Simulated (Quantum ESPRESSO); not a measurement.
## BiSbSe: zone-centre phonons under several settings

```
Sb Bi Se
1.0
     4.81662    0.00000    0.00000
    -2.40831    4.17131    0.00000
     0.00000    0.00000    4.70240
Sb Bi Se
1 1 1
Cartesian
  2.4083 1.3904 2.3512
  0.0000 0.0000 0.0000
  0.0000 2.7809 2.3512
```

The cell was built by a generator and needn't be a form met in nature.

All runs used Quantum ESPRESSO 7.5; k mesh 2 × 2 × 2, shifted; given cell, atoms relaxed; no spin polarisation; occupations fermi-dirac, width 0.05 eV.

```csv
level,potentials,cutoff (eV),pressure (GPa),lowest optical mode without the field (cm⁻¹),highest optical mode without the field (cm⁻¹)
PBE,GBRV 1.5 PBE,612,-3.1,128i,178
PBE,JTH 2.0 PBE,707,-3.3,128i,177
PBE,SG15 PBE 1.2,952,-3.0,128i,179
PBE,SSSP 1.3 efficiency PBE,748,-3.0,128i,178
PBE,SPMS 1.0 PBE,952,-2.9,129i,178
PBE,Ansatz NC SR PBE,1170,?,?,?
PBE,PseudoDojo 0.4.1 SR PBE standard,1170,-2.9,129i,179
```

Question: What stands in the row left open?

Answer: Pressure -3.0 GPa; lowest optical mode without the field 128i cm⁻¹; highest optical mode without the field 177 cm⁻¹.

Values marked i are imaginary: the cell is unstable against those modes at that level, or the meshes are too thin.

Caveats: all runs use coarse meshes; the mesh is thin for the phonons of a metal; some modes are imaginary; the cell is more than 3 GPa from zero pressure, which shifts response properties (some runs).

For the row left open. Caveat: the k mesh is coarse (spacing up to 0.75 Å⁻¹), so the values aren't converged; the mesh is thin for the phonons of a metal; some modes are imaginary.

The runs don't all hold the same shells in valence.
